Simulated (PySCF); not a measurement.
# TiH₃⁺: a ladder of methods

How much do the numbers for TiH₃⁺ (singlet) hang on the method? All levels run at one geometry, the PBE0 minimum.

Computed with PySCF 2.14.0. Level: several methods, basis Ti def2-TZVP, H def2-TZVP, no relativity, density fitting.

### Step 1. Where the work starts

4 atoms, charge 1, spin multiplicity 1.

Bond lengths: Ti1–H2 1.621 Å, Ti1–H3 1.621 Å, Ti1–H4 1.621 Å. Angles: H2–Ti1–H3 67.1°, H2–Ti1–H4 67.1°, H3–Ti1–H4 67.1°.

```xyz
4
charge 1 multiplicity 1
Ti    0.0000    0.0000   -0.0739
H     1.0350    0.0000    1.1741
H    -0.5175    0.8964    1.1741
H    -0.5175   -0.8964    1.1741
```

### Step 2. CCSD(T)

One driver script runs all steps and calls PySCF; scf.py shows the equivalent input of each level. Each SCF starts from the density of the minimum. The driver also runs the species with one electron less or more at the same geometry (one less: multiplicity 2, one more: multiplicity 2); their logs are not shown.

File scf.py:

```python
from pyscf import gto, scf, dft
mol = gto.M(atom='''
Ti    -0.000000     0.000000    -0.073927
H      1.035038     0.000008     1.174128
H     -0.517525     0.896365     1.174129
H     -0.517512    -0.896373     1.174129''',
    basis={'Ti': 'def2-TZVP', 'H': 'def2-TZVP'},
    charge=1, spin=0)
mf = scf.RHF(mol)
aux = {'Ti': 'def2-universal-JKFIT', 'H': 'def2-universal-JKFIT'}
mf = mf.density_fit(auxbasis=aux)
mf.conv_tol = 1e-08
mf.diis_space = 10
mf.max_cycle = 60
mf.verbose = 4
mf.kernel()
from pyscf import cc
mycc = cc.CCSD(mf, frozen=5).run()
mycc.ccsd_t()
```

Run with:

```sh
$ OMP_NUM_THREADS=4 python axn.py task.json out
```

Standard output:

```text
init E= -849.721556402296
  HOMO = -0.616376395681915  LUMO = -0.184014283725213  gap/eV = 11.76517
cycle= 1 E= -849.731778492447  delta_E= -0.0102  |g|= 0.139  |ddm|= 0.174
  HOMO = -0.644502319631093  LUMO = -0.203240669200608  gap/eV = 12.00734
cycle= 2 E= -849.732944361092  delta_E= -0.00117  |g|= 0.111  |ddm|= 0.163
  HOMO = -0.631709036493304  LUMO = -0.194146661561642  gap/eV = 11.90668
cycle= 3 E= -849.735380544036  delta_E= -0.00244  |g|= 0.0151  |ddm|= 0.0695
  HOMO = -0.633532069219821  LUMO = -0.195529033407515  gap/eV = 11.91867
cycle= 4 E= -849.735498293909  delta_E= -0.000118  |g|= 0.00314  |ddm|= 0.0237
  HOMO = -0.634058705961594  LUMO = -0.195727512484435  gap/eV = 11.92760
cycle= 5 E= -849.735511914669  delta_E= -1.36e-05  |g|= 0.000942  |ddm|= 0.0091
  HOMO = -0.634054386957449  LUMO = -0.19574404234235  gap/eV = 11.92703
cycle= 6 E= -849.735513027158  delta_E= -1.11e-06  |g|= 0.000493  |ddm|= 0.00167
  HOMO = -0.634089143624864  LUMO = -0.195719266645701  gap/eV = 11.92865
cycle= 7 E= -849.735513517075  delta_E= -4.9e-07  |g|= 0.000265  |ddm|= 0.00109
  HOMO = -0.634088214360429  LUMO = -0.19572502255325  gap/eV = 11.92847
cycle= 8 E= -849.735513740301  delta_E= -2.23e-07  |g|= 6.71e-05  |ddm|= 0.00108
  HOMO = -0.634086399311815  LUMO = -0.195722683697594  gap/eV = 11.92848
cycle= 9 E= -849.735513752137  delta_E= -1.18e-08  |g|= 1.03e-05  |ddm|= 0.000288
  HOMO = -0.634086392905573  LUMO = -0.195724109627363  gap/eV = 11.92845
cycle= 10 E= -849.735513752244  delta_E= -1.07e-10  |g|= 2.38e-06  |ddm|= 2.75e-05
  HOMO = -0.634086590692619  LUMO = -0.195724097096542  gap/eV = 11.92845
Extra cycle  E= -849.735513752251  delta_E= -7.16e-12  |g|= 1.35e-06  |ddm|= 4.12e-06
converged SCF energy = -849.735513752251
CCSD nocc = 7, nmo = 58
Init t2, MP2 energy = -850.108046712937  E_corr(MP2) -0.372532960686082
RCCSD converged
E(RCCSD) = -850.12795347631  E_corr = -0.392439724058783
RCCSD(T) correction = -0.0162446852736346
```

This level, with the species of one electron less or more, ran for 56 s (4 threads of Arm Neoverse V1, shared host).

| Property | Result |
| --- | --- |
| energy | -850.144198 Eh |
| one electron less (charge +2) | -849.521886 Eh (doublet, ⟨S²⟩ 0.85) |
| one electron more (charge +0) | -850.370921 Eh (doublet, ⟨S²⟩ 0.90) |
| MP2 correlation in its own fitting basis (same spin, opposite spin) | -0.37288 Eh (-0.09711, -0.27577) |
| CCSD, (T) | -0.39244, -0.01624 Eh; T1 0.021, D1 0.052 |

### Step 3. HF

scf.py, as its differences from that of step 2:

```diff
@@ -17,3 +16,0 @@
-from pyscf import cc
-mycc = cc.CCSD(mf, frozen=5).run()
-mycc.ccsd_t()
```

The SCF cycles repeat those of step 2.

This level, with the species of one electron less or more, took 0.9 s.

* energy: -849.735514 Eh
* one electron less (charge +2): -849.155777 Eh (doublet, ⟨S²⟩ 0.85)
* one electron more (charge +0): -849.969312 Eh (doublet, ⟨S²⟩ 0.90)
* Mulliken charge of Ti1: +0.59 e

### Step 4. PBE0

scf.py, as its differences from that of step 3:

```diff
@@ -9 +9,2 @@
-mf = scf.RHF(mol)
+mf = dft.RKS(mol, xc='PBE0')
+mf.grids.atom_grid = (75, 302)
```

Standard output:

```text
init E= -850.631544472527
  HOMO = -0.522594124794924  LUMO = -0.323982068885591  gap/eV = 5.40451
cycle= 1 E= -850.631544472519  delta_E= 8.19e-12  |g|= 6.09e-06  |ddm|= 4.81e-06
  HOMO = -0.522594974977463  LUMO = -0.323984356199529  gap/eV = 5.40447
Extra cycle  E= -850.631544472463  delta_E= 5.56e-11  |g|= 1.65e-05  |ddm|= 1.25e-05
converged SCF energy = -850.631544472463
```

This level, with the species of one electron less or more, took 1 s.

* energy: -850.631544 Eh
* one electron less (charge +2): -850.002605 Eh (doublet, ⟨S²⟩ 0.76)
* one electron more (charge +0): -850.876540 Eh (doublet, ⟨S²⟩ 0.76)
* Mulliken charge of Ti1: +0.54 e

### Step 5. PBE

scf.py, as its differences from that of step 4:

```diff
@@ -9 +9 @@
-mf = dft.RKS(mol, xc='PBE0')
+mf = dft.RKS(mol, xc='PBE')
```

Standard output:

```text
init E= -850.614132164477
  HOMO = -0.478363383655709  LUMO = -0.397000438254862  gap/eV = 2.21400
cycle= 1 E= -850.612306262205  delta_E= 0.00183  |g|= 0.125  |ddm|= 0.128
  HOMO = -0.462688718026142  LUMO = -0.353063757392105  gap/eV = 2.98305
cycle= 2 E= -850.553014285577  delta_E= 0.0593  |g|= 0.501  |ddm|= 0.355
  HOMO = -0.4769058814495  LUMO = -0.391452729461055  gap/eV = 2.32530
cycle= 3 E= -850.615882339118  delta_E= -0.0629  |g|= 0.0151  |ddm|= 0.299
  HOMO = -0.475700897724271  LUMO = -0.389751847706131  gap/eV = 2.33879
cycle= 4 E= -850.615939283811  delta_E= -5.69e-05  |g|= 0.000974  |ddm|= 0.0107
  HOMO = -0.475974086243599  LUMO = -0.389932557015862  gap/eV = 2.34131
cycle= 5 E= -850.61593952501  delta_E= -2.41e-07  |g|= 0.000432  |ddm|= 0.00139
  HOMO = -0.475935293652402  LUMO = -0.389913056905082  gap/eV = 2.34078
cycle= 6 E= -850.615939566112  delta_E= -4.11e-08  |g|= 9.17e-05  |ddm|= 0.000341
  HOMO = -0.47592727319295  LUMO = -0.389905425697268  gap/eV = 2.34077
cycle= 7 E= -850.615939567907  delta_E= -1.79e-09  |g|= 2.63e-05  |ddm|= 5.13e-05
  HOMO = -0.475923210419638  LUMO = -0.389894741945193  gap/eV = 2.34095
Extra cycle  E= -850.615939564636  delta_E= 3.27e-09  |g|= 0.00012  |ddm|= 8.43e-05
converged SCF energy = -850.615939564636
```

This level, with the species of one electron less or more, took 2.8 s.

| Property | Result |
| --- | --- |
| energy | -850.615940 Eh |
| one electron less (charge +2) | -849.983097 Eh (doublet, ⟨S²⟩ 0.76) |
| one electron more (charge +0) | -850.862203 Eh (doublet, ⟨S²⟩ 0.76) |
| Mulliken charge of Ti1 | +0.57 e |

### Step 6. B3LYP

scf.py, as its differences from that of step 5:

```diff
@@ -9 +9 @@
-mf = dft.RKS(mol, xc='PBE')
+mf = dft.RKS(mol, xc='B3LYP')
```

Standard output:

```text
init E= -850.862457867128
  HOMO = -0.516530008711601  LUMO = -0.340718255589282  gap/eV = 4.78408
cycle= 1 E= -850.86315179626  delta_E= -0.000694  |g|= 0.0145  |ddm|= 0.118
  HOMO = -0.517242772934439  LUMO = -0.338188620127617  gap/eV = 4.87231
cycle= 2 E= -850.862913942506  delta_E= 0.000238  |g|= 0.0351  |ddm|= 0.027
  HOMO = -0.518614916090989  LUMO = -0.341773161398889  gap/eV = 4.81211
cycle= 3 E= -850.863189257852  delta_E= -0.000275  |g|= 0.00512  |ddm|= 0.0219
  HOMO = -0.517971138119905  LUMO = -0.340972379014472  gap/eV = 4.81638
cycle= 4 E= -850.863195030182  delta_E= -5.77e-06  |g|= 0.000975  |ddm|= 0.00358
  HOMO = -0.51801018841141  LUMO = -0.340935487107767  gap/eV = 4.81845
cycle= 5 E= -850.863195292784  delta_E= -2.63e-07  |g|= 0.000123  |ddm|= 0.000735
  HOMO = -0.518036689998468  LUMO = -0.340937847123612  gap/eV = 4.81910
cycle= 6 E= -850.863195316246  delta_E= -2.35e-08  |g|= 3.04e-05  |ddm|= 0.000355
  HOMO = -0.518032705772858  LUMO = -0.340932662051774  gap/eV = 4.81914
cycle= 7 E= -850.863195318074  delta_E= -1.83e-09  |g|= 1.76e-05  |ddm|= 0.000117
  HOMO = -0.518030704027561  LUMO = -0.340925704495212  gap/eV = 4.81927
Extra cycle  E= -850.863195317464  delta_E= 6.1e-10  |g|= 5.58e-05  |ddm|= 4.4e-05
converged SCF energy = -850.863195317464
```

This level, with the species of one electron less or more, ran for 2.5 s (4 threads of Arm Neoverse V1, shared host).

```
energy                        : -850.863195 Eh
one electron less (charge +2) : -850.227944 Eh (doublet, ⟨S²⟩ 0.76)
one electron more (charge +0) : -851.110442 Eh (doublet, ⟨S²⟩ 0.76)
Mulliken charge of Ti1        : +0.62 e
```

### Step 7. r2SCAN

scf.py, as its differences from that of step 6:

```diff
@@ -9,2 +9,2 @@
-mf = dft.RKS(mol, xc='B3LYP')
-mf.grids.atom_grid = (75, 302)
+mf = dft.RKS(mol, xc='R2SCAN')
+mf.grids.atom_grid = (90, 434)
```

Standard output:

```text
init E= -850.806162303472
  HOMO = -0.486615874338048  LUMO = -0.377140729773974  gap/eV = 2.97897
cycle= 1 E= -850.806801263007  delta_E= -0.000639  |g|= 0.0186  |ddm|= 0.104
  HOMO = -0.481697131225954  LUMO = -0.369654619674954  gap/eV = 3.04883
cycle= 2 E= -850.806165561696  delta_E= 0.000636  |g|= 0.0555  |ddm|= 0.04
  HOMO = -0.484185935812428  LUMO = -0.375030054298448  gap/eV = 2.97028
cycle= 3 E= -850.806825337723  delta_E= -0.00066  |g|= 0.0112  |ddm|= 0.0358
  HOMO = -0.484270946001118  LUMO = -0.374523204178759  gap/eV = 2.98639
cycle= 4 E= -850.806858728391  delta_E= -3.34e-05  |g|= 0.00117  |ddm|= 0.00644
  HOMO = -0.484181867553921  LUMO = -0.374369462902937  gap/eV = 2.98815
cycle= 5 E= -850.806859038758  delta_E= -3.1e-07  |g|= 0.000176  |ddm|= 0.00101
  HOMO = -0.48417991727609  LUMO = -0.374376201632573  gap/eV = 2.98791
cycle= 6 E= -850.806859047496  delta_E= -8.74e-09  |g|= 1.26e-05  |ddm|= 0.000131
  HOMO = -0.48418499318654  LUMO = -0.374382098155421  gap/eV = 2.98789
Extra cycle  E= -850.806859047222  delta_E= 2.74e-10  |g|= 3.75e-05  |ddm|= 2.67e-05
converged SCF energy = -850.806859047222
```

This level, with the species of one electron less or more, took 7 s.

```
energy                        : -850.806859 Eh
one electron less (charge +2) : -850.175974 Eh (doublet, ⟨S²⟩ 0.77)
one electron more (charge +0) : -851.052981 Eh (doublet, ⟨S²⟩ 0.77)
Mulliken charge of Ti1        : +0.64 e
```

### Step 8. wB97X

scf.py, as its differences from that of step 7:

```diff
@@ -9,2 +9,2 @@
-mf = dft.RKS(mol, xc='R2SCAN')
-mf.grids.atom_grid = (90, 434)
+mf = dft.RKS(mol, xc='WB97X')
+mf.grids.atom_grid = (75, 302)
```

Standard output:

```text
init E= -850.828864446235
  HOMO = -0.611796340608499  LUMO = -0.225298594100046  gap/eV = 10.51714
cycle= 1 E= -850.829767952972  delta_E= -0.000904  |g|= 0.0142  |ddm|= 0.0638
  HOMO = -0.612352520240278  LUMO = -0.228952277377712  gap/eV = 10.43285
cycle= 2 E= -850.829849630088  delta_E= -8.17e-05  |g|= 0.0145  |ddm|= 0.0232
  HOMO = -0.611174965330147  LUMO = -0.2260877679514  gap/eV = 10.47876
cycle= 3 E= -850.829896937303  delta_E= -4.73e-05  |g|= 0.00478  |ddm|= 0.0106
  HOMO = -0.611660525163266  LUMO = -0.226793174332616  gap/eV = 10.47277
cycle= 4 E= -850.829909812385  delta_E= -1.29e-05  |g|= 0.00111  |ddm|= 0.00788
  HOMO = -0.61163770202696  LUMO = -0.226863461829007  gap/eV = 10.47024
cycle= 5 E= -850.8299105984  delta_E= -7.86e-07  |g|= 0.000318  |ddm|= 0.00166
  HOMO = -0.611689357557955  LUMO = -0.226926126487592  gap/eV = 10.46994
cycle= 6 E= -850.829910725028  delta_E= -1.27e-07  |g|= 0.000133  |ddm|= 0.000725
  HOMO = -0.611697759703448  LUMO = -0.226913109897411  gap/eV = 10.47052
cycle= 7 E= -850.829910753319  delta_E= -2.83e-08  |g|= 4.49e-05  |ddm|= 0.000371
  HOMO = -0.611702251580738  LUMO = -0.226914856142176  gap/eV = 10.47060
cycle= 8 E= -850.829910758733  delta_E= -5.41e-09  |g|= 1.99e-05  |ddm|= 0.000157
  HOMO = -0.611701287279185  LUMO = -0.226912077229767  gap/eV = 10.47065
Extra cycle  E= -850.829910759475  delta_E= -7.42e-10  |g|= 1.5e-05  |ddm|= 3.8e-05
converged SCF energy = -850.829910759475
```

This level, with the species of one electron less or more, took 3.5 s.

* energy: -850.829911 Eh
* one electron less (charge +2): -850.201176 Eh (doublet, ⟨S²⟩ 0.76)
* one electron more (charge +0): -851.071282 Eh (doublet, ⟨S²⟩ 0.76)
* Mulliken charge of Ti1: +0.57 e

The dipole of an ion depends on the origin, here the centre of mass.

### Step 9. Comparison of the levels

| level | vertical ionisation energy (eV) | vertical electron affinity (eV) | −ε(HOMO) (eV) | gap (eV) | dipole (D) | wall time |
| --- | --- | --- | --- | --- | --- | --- |
| CCSD(T) | 16.93 | 6.17 | – | – | – | 56 s |
| HF | 15.78 | 6.36 | 17.25 | 11.93 | 4.45 | 0.9 s |
| PBE0 | 17.11 | 6.67 | 14.22 | 5.40 | 3.74 | 1 s |
| PBE | 17.22 | 6.70 | 12.95 | 2.34 | 3.52 | 2.8 s |
| B3LYP | 17.29 | 6.73 | 14.10 | 4.82 | 3.65 | 2.5 s |
| r2SCAN | 17.17 | 6.70 | 13.18 | 2.99 | 3.82 | 7 s |
| wB97X | 17.11 | 6.57 | 16.65 | 10.47 | 4.03 | 3.5 s |

Times are for 4 threads of Arm Neoverse V1, shared host; PBE0 starts from its own converged density, so its time is not comparable. A dash stands where a species or a free atom was not run at that level, or the quantity is not defined.

### Step 10. Summary of results

| quantity | value |
| --- | --- |
| vertical ionisation energy, CCSD(T) | 16.93 eV |
| vertical electron affinity, CCSD(T) | 6.17 eV |
| orbital gap, range | 2.34 (PBE) to 11.93 (HF) eV |
| T1, D1 | 0.021, 0.052 |
| T1, D1 of the species with one electron less | 0.050, 0.152 |
| T1, D1 of the species with one electron more | 0.056, 0.205 |

**Reading.** For the vertical ionisation energy, wB97X comes nearest to CCSD(T) (+0.17 eV) and HF is farthest (-1.16 eV). CCSD(T) took 56 s, about 16 times as long as wB97X (3.5 s), which misses it by 0.17 eV. For the vertical electron affinity, HF comes nearest to CCSD(T) (+0.19 eV) and B3LYP is farthest (+0.56 eV). The PBE orbital energy is a poor guide to ionisation (13.0 eV, 4.0 eV too small); the difference of PBE energies gives 17.2 eV. T1 of the species with one electron less is large, so the CCSD(T) value that rests on it is in doubt and small misses rank nothing. T1 of the species with one electron more is large, so the CCSD(T) value that rests on it is in doubt and small misses rank nothing. The stability of the closed-shell solution was not tested.
